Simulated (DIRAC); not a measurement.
# PBE0/dyall-acv2z (X2C-SO, uncontracted yes) run of KLi (Lithium Potassium)

We compute a point of an energy scan of KLi (Lithium Potassium). 

The calculation is run with DIRAC 26.1 (patched).

27 further runs of the same task are left out: 27 set aside as unsound or not needed. Runs told in other sessions of the task aren't counted.

## (1) Starting point

KLi has 2 atoms, charge 0, and is taken as a singlet. As SMILES, `[Li][K]`.

Bond lengths: Li1–K2 3.041 Å.

## (2) A point of an energy scan at PBE0/dyall-acv2z (X2C-SO, uncontracted yes)

The input, KLi.mol:

```
INTGRL
KLi

C   2              A
        3.    1
Li        0.00000000      0.00000000      0.00000000
LARGE BASIS dyall.acv2z
       19.    1
K         0.00000000      0.00000000      3.04110000
LARGE BASIS dyall.acv2z
FINISH
```

The input, run.inp:

```
! scan
**DIRAC
.WAVE FUNCTION
**HAMILTONIAN
.X2C
.DFT
PBE0
**INTEGRALS
*READIN
.UNCONTRACT
**GRID
.ULTRAFINE
**WAVE FUNCTION
.SCF
**END OF INPUT
```

On the command line:

```sh
$ pam --inp=run.inp --mol=KLi.mol --noarch --mw=163 --aw=368
```

Standard output:

```text
*************************************************************************
    ********************* DIRAC: No title specified !!! *********************
    *************************************************************************

 Jobs in this run:
   * Wave function

    **************************************************************************
    ************************** General DIRAC set-up **************************
    **************************************************************************

   CODATA Recommended Values of the Fundamental Physical Constants: 2022
 * The speed of light :        137.035999177
 * Running in two-component mode
 * Direct evaluation of the following two-electron integrals:
   - LL-integrals
 * Spherical transformation embedded in MO-transformation
   for large components
 * Transformation to scalar RKB basis embedded in
   MO-transformation for small components
 * Thresholds for linear dependence:
   Large components:   1.00D-06
   Small components:   1.00D-08
 * General print level   :   0

    *************************************************************************
    ****************** Output from HERMIT input processing ******************
    *************************************************************************

 Default print level:        1
 Using default nuclear model: Gaussian charge distribution.

 Two-electron integrals not calculated.

 Ordinary (field-free non-relativistic) Hamiltonian integrals not calculated.

 Changes of defaults for *READIN
 -------------------------------

 Uncontracted basis forced, irrespective of basis input file.

   ***************************************************************************
   ****************** Output from MOLECULE input processing ******************
   ***************************************************************************

  Title Cards
  -----------

  KLi

  Coordinates are entered in Angstroms and converted to atomic units.
          - Conversion factor : 1 bohr = 0.52917721 A

  Nuclear Gaussian exponent for atom of charge    3.000 :     8.9266835831D+08   (using mass    7.0)
  Nuclear Gaussian exponent for atom of charge   19.000 :     3.6228122845D+08   (using mass   39.0)

                     SYMADD: Detection of molecular symmetry
                     ---------------------------------------

 Symmetry test threshold:  5.00E-06

    The molecule has been centered at center of mass.

 Symmetry point group found: C(oo,v)

 The following symmetry elements were found: X  Y

 The molecule is linear.

  Symmetry Operations
  -------------------

  Symmetry operations: 2

                          SYMGRP:Point group information
                          ------------------------------

Full group is:  C(oo,v)
Represented as: C2v

   * The point group was generated by:

      Reflection in the yz-plane
      Reflection in the xz-plane

   * Group multiplication table

        |  E   C2z  Oxz  Oyz
   -----+--------------------
     E  |  E   C2z  Oxz  Oyz
    C2z | C2z   E   Oyz  Oxz
    Oxz | Oxz  Oyz   E   C2z
    Oyz | Oyz  Oxz  C2z   E

   * Character table

        |  E   C2z  Oxz  Oyz
   -----+--------------------
    A1  |   1    1    1    1
    B1  |   1   -1    1   -1
    B2  |   1   -1   -1    1
    A2  |   1    1   -1   -1

   * Direct product table

        | A1   B1   B2   A2
   -----+--------------------
    A1  | A1   B1   B2   A2
    B1  | B1   A1   A2   B2
    B2  | B2   A2   A1   B1
    A2  | A2   B2   B1   A1

                            **************************
                            *** Output from DBLGRP ***
                            **************************

   * One fermion irrep:   E1
   * Real group. NZ = 1
   * Direct product decomposition:
          E1  x E1  : A1  + A2  + B1  + B2

                                 Spinor structure
                                 ----------------

   * Fermion irrep no.: 1
      La  |  A1 (1)  A2 (2)  |
      Sa  |  A2 (1)  A1 (2)  |
      Lb  |  B1 (3)  B2 (4)  |
      Sb  |  B2 (3)  B1 (4)  |

                              Quaternion symmetries
                              ---------------------

    Rep  T(+)
    -----------------------------
    A1   1
    B1   j
    B2   k
    A2   i

  Nuclear repulsion energy                       :      9.918483772651 Hartree

  Nuclear contribution to electric dipole moment :    0.000000000000    0.000000000000    2.051400771762 a.u.;  origin (0,0,0)

  Atoms and basis sets
  --------------------

  Number of atom types :    2
  Total number of atoms:    2

  label    atoms   charge   prim    cont     basis
  ----------------------------------------------------------------------
  Li          1       3      32      32      L  - [11s7p|11s7p]
  K           1      19      74      74      L  - [17s13p3d|17s13p3d]
  ----------------------------------------------------------------------
                            106     106      L  - large components
  ----------------------------------------------------------------------
  total:      2      22     106     106

  Cartesian basis used.
  Threshold for integrals (to be written to file):  1.00D-15

  Cartesian Coordinates (bohr)
  ----------------------------

  Total number of coordinates:  6

   1   Li       x      0.0000000000
   2            y      0.0000000000
   3            z     -4.8699397971

   4   K        x      0.0000000000
   5            y      0.0000000000
   6            z      0.8769063244

  Cartesian coordinates in XYZ format (Angstrom)
  ----------------------------------------------

    2

Li     0.0000000000   0.0000000000  -2.5770611574
K      0.0000000000   0.0000000000   0.4640388426

[... 35 lines left out ...]
   Nuclear repulsion energy                          :    9.918483772651 Hartree
[... 21 lines left out ...]
 - Dipole (and multipole) origin (a.u.) :   0.000000000000000   0.000000000000000   0.000000000000000
[... 10 lines left out ...]
   Weighted mixed functional:
[... 53 lines left out ...]
   to improve convergence (default value).
[... 1 line left out ...]
 ***** SCF CONVERGENCE CRITERIA *****
 * Convergence on norm of error vector (gradient).
   Desired convergence:1.000D-07
   Allowed convergence:1.000D-06
[... 1 line left out ...]
 ***** CONVERGENCE CONTROL *****
[... 3 lines left out ...]
 * DIIS will be activated when convergence reaches : 1.00D+20
[... 2 lines left out ...]
   Weight of old matrix    : 0.250
[... 1 line left out ...]
 * No quadratic convergent Hartree-Fock
[... 15 lines left out ...]
                      Nuclear contribution to dipole moments
[... 45 lines left out ...]
                       *** PROGRAM AT34 - ALLIANT - @V ***
[... 8 lines left out ...]
    1. iteration,  total energy:             0.000000000000
    2. iteration,  total energy:            -7.416783178587
[... 1 line left out ...]
   17. iteration,  total energy:            -7.432622228950
[... 4 lines left out ...]
    1. iteration,  total energy:            -7.433280469982
    2. iteration,  total energy:            -7.433295881391
[... 1 line left out ...]
   10. iteration,  total energy:            -7.433295912994
[... 22 lines left out ...]
                       *** PROGRAM AT34 - ALLIANT - @V ***
[... 8 lines left out ...]
    1. iteration,  total energy:          1244.662924463051
    2. iteration,  total energy:          -495.247869203198
[... 1 line left out ...]
   27. iteration,  total energy:          -599.159209868023
[... 4 lines left out ...]
    1. iteration,  total energy:          -601.076196037451
    2. iteration,  total energy:          -601.451179816386
[... 1 line left out ...]
   18. iteration,  total energy:          -601.451448020599
[... 20 lines left out ...]
                      Nuclear contribution to dipole moments
[... 36 lines left out ...]
  *****************************************************************************

*** INFO *** No trial vectors found.
 Using sum of fitted atomic potentials as start potential.

########## START ITERATION NO.   1 ##########

E_HOMO...E_LUMO, symmetry 1:                                 11  -0.16547   12  -0.08011

=> Calculating sum of orbital energies
It.    1    -347.0923521670      0.00D+00  0.00D+00  0.00D+00               0.03901100s   Atom. scrpot

########## START ITERATION NO.   2 ##########

* GETGAB: label "GABAO1XX" not found; calling GABGEN.
SCR        scr.thr.    Step1    Step2  Coulomb  Exchange    CPU-time
SOfock:LL  1.00D-12    0.00%   15.97%    0.00%    0.00%   0.11239201s
 >>> CPU  time used in SO Fock is   0.16 seconds
 >>> WALL time used in SO Fock is   0.16 seconds

 ********************************************************************************
 ********************** Slater-Bragg atomic size estimates **********************
 ********************************************************************************

                        Slater-Bragg relative atomic sizes
                        ----------------------------------

               Column   1     Column   2
       1       1.00000000     0.65909091
       2       1.51724138     1.00000000
    ==== End of matrix output ====

DFTGRD: ATSIZE not requested or no trial vectors found. Slater-Bragg radii will be used.

Atom  Deg   Rmin        Rmax        Step size     #rp     #tp
=============================================================
Li      1   0.290E-06   0.662E+02   0.118E+00     145   20776
K       1   0.232E-07   0.714E+02   0.111E+00     177   21794

   Number of grid points in quadrature:     42570 ( 27.3%)

 >>>> Time used in DFTGRD:   0.14 seconds

 DFT integration

   number of grid points                          =     42570
   DFT exchange-correlation energy:               =       -26.6511011162715477
   number of electrons from numerical integration =        21.9999997128060940

   time spent in DFT integration                  =   0.31 seconds
   number of processors                           =         1

E_HOMO...E_LUMO, symmetry 1:                                 11  -0.08235   12  -0.02891

########## END ITERATION NO.   2 ##########

It.    2    -609.5088466262      2.62D+02  3.88D+00  1.31D+00               0.65100000s   LL

[cycles listed below]

                                   SCF - CYCLE
                                   -----------

* Convergence on norm of error vector (gradient).
  Desired convergence:1.000D-07
  Allowed convergence:1.000D-06

* ERGVAL - convergence in total energy
* FCKVAL - convergence in maximum change in total Fock matrix
* EVCVAL - convergence in error vector (gradient)
--------------------------------------------------------------------------------------------------------------------------------
           Energy               ERGVAL    FCKVAL    EVCVAL      Conv.acc    CPU          Integrals
--------------------------------------------------------------------------------------------------------------------------------
It.    1    -347.0923521670      0.00D+00  0.00D+00  0.00D+00               0.03901100s   Atom. scrpot
It.    2    -609.5088466262      2.62D+02  3.88D+00  1.31D+00               0.65100000s   LL
It.    3    -609.5257430905      1.69D-02 -1.12D-01  2.95D-01   DIIS   2    0.45400000s   LL
It.    4    -609.5380040722      1.23D-02  8.34D-02  2.33D-01   DIIS   3    0.44200000s   LL
[... 7 lines of this table left out ...]
It.   12    -609.5503180736     -3.75D-12 -1.98D-07  4.75D-08   DIIS   9    0.43400000s   LL
--------------------------------------------------------------------------------------------------------------------------------
* Convergence after   12 iterations.
      No 2-ints    :    0.03900000s
      LL           :    0.46472727s

                                   TOTAL ENERGY
                                   ------------

   Charge of molecule : 0

   Electronic energy                        :    -619.46880184620363

   Other contributions to the total energy
   Nuclear repulsion energy                 :       9.91848377265068

   Sum of all contributions to the energy
   Total energy                             :    -609.55031807355294

                                   Eigenvalues
                                   -----------

* Block   1 in E1 :  Omega =  1/2
  * Closed shell, f = 1.0000
   -130.5490962785  ( 2)       -13.3862156062  ( 2)       -10.6670069133  ( 2)       -10.5633199271  ( 2)        -2.0104314350  ( 2)
     -1.4165214159  ( 2)        -0.7654620810  ( 2)        -0.7558273063  ( 2)        -0.1239003253  ( 2)
  * Virtual eigenvalues, f = 0.0000
     -0.0438942944  ( 2)        -0.0250344350  ( 2)        -0.0077620197  ( 2)         0.0041119893  ( 2)         0.0048437045  ( 2)
      0.0072243828  ( 2)         0.0111176924  ( 2)         0.0127579035  ( 2)         0.0180506345  ( 2)         0.0240247169  ( 2)
      0.0413217745  ( 2)         0.0566231952  ( 2)         0.0605212772  ( 2)         0.0717146144  ( 2)         0.0773359243  ( 2)
[... 9 lines of this table left out ...]
   5686.0943406786  ( 2)      7246.4119387995  ( 2)     20018.1776651816  ( 2)     54004.4627899953  ( 2)    159997.0866619372  ( 2)

* Block   2 in E1 :  Omega =  3/2
  * Closed shell, f = 1.0000
    -10.5632696653  ( 2)        -0.7555429124  ( 2)
  * Virtual eigenvalues, f = 0.0000
     -0.0249257568  ( 2)         0.0041124847  ( 2)         0.0111496638  ( 2)         0.0180593855  ( 2)         0.0606413733  ( 2)
      0.0774357662  ( 2)         0.2483180860  ( 2)         0.2958530687  ( 2)         0.2996753701  ( 2)         0.3072488457  ( 2)
      0.8288786239  ( 2)         1.0880734886  ( 2)         1.4571651273  ( 2)         1.4659896184  ( 2)         3.1024864069  ( 2)
      4.0008108425  ( 2)        14.6388286441  ( 2)        14.9455582372  ( 2)        19.6873482581  ( 2)        19.7258968634  ( 2)
     52.0373635382  ( 2)       172.3872179898  ( 2)       598.1646355978  ( 2)      2495.9166287088  ( 2)

* Block   3 in E1 :  Omega =  5/2
  * Virtual eigenvalues, f = 0.0000
      0.2997344304  ( 2)         1.4577114248  ( 2)        19.7251731102  ( 2)

* Occupation in fermion symmetry E1
  * Inactive orbitals
      1/2  1/2  1/2  1/2  3/2  1/2  1/2  1/2  1/2  3/2  1/2
  * Virtual orbitals
      1/2  1/2  3/2  1/2  1/2  3/2  1/2  1/2  1/2  3/2  1/2  1/2  3/2  1/2  1/2  1/2  1/2  3/2
      1/2  1/2  3/2  1/2  1/2  1/2  1/2  3/2  1/2  1/2  3/2  3/2  5/2  1/2  3/2  1/2  1/2  1/2
      3/2  1/2  1/2  3/2  1/2  1/2  3/2  5/2  1/2  3/2  1/2  1/2  1/2  3/2  1/2  1/2  3/2  1/2
      1/2  1/2  1/2  3/2  1/2  1/2  3/2  1/2  3/2  1/2  5/2  3/2  1/2  1/2  1/2  3/2  1/2  1/2
      1/2  1/2  3/2  1/2  1/2  1/2  1/2  3/2  1/2  1/2  1/2  1/2  3/2  1/2  1/2  1/2  1/2  1/2
      1/2  1/2

* Occupation of subblocks
                       E1 :   1/2  3/2  5/2
  closed shells (f=1.0000):    9    2    0
 virtual shells (f=0.0000):   65   24    3
tot.num. of pos.erg shells:   74   26    3

* HOMO - LUMO gap:

    E(LUMO) :    -0.04389429 au (symmetry E1 )
  - E(HOMO) :    -0.12390033 au (symmetry E1 )
  ------------------------------------------
    gap     :     0.08000603 au

* INFO: E(LUMO) - E(HOMO) small or negative.

 * Closing HDF5 checkpoint file
    - Checkpoint file contains all required data, can be used for restarts
    - Checkpoint file closed

*****************************************************
********** E N D   of   D I R A C  output  **********
*****************************************************

>>>> Total WALL time used in DIRAC: 5s
```

Wall time 6 s (1 thread of Intel Xeon Platinum 8259CL at 2.50GHz (Skylake/Cascade Lake), shared host); peak memory 0.075 GiB.

## (3) Results

Level: PBE0/dyall-acv2z (X2C-SO, uncontracted yes).

| quantity | value |
| --- | --- |
| total energy | -609.55032 Eh |
| HOMO energy | -3.37 eV |
| LUMO energy | -1.19 eV |
| HOMO–LUMO gap | 2.18 eV |
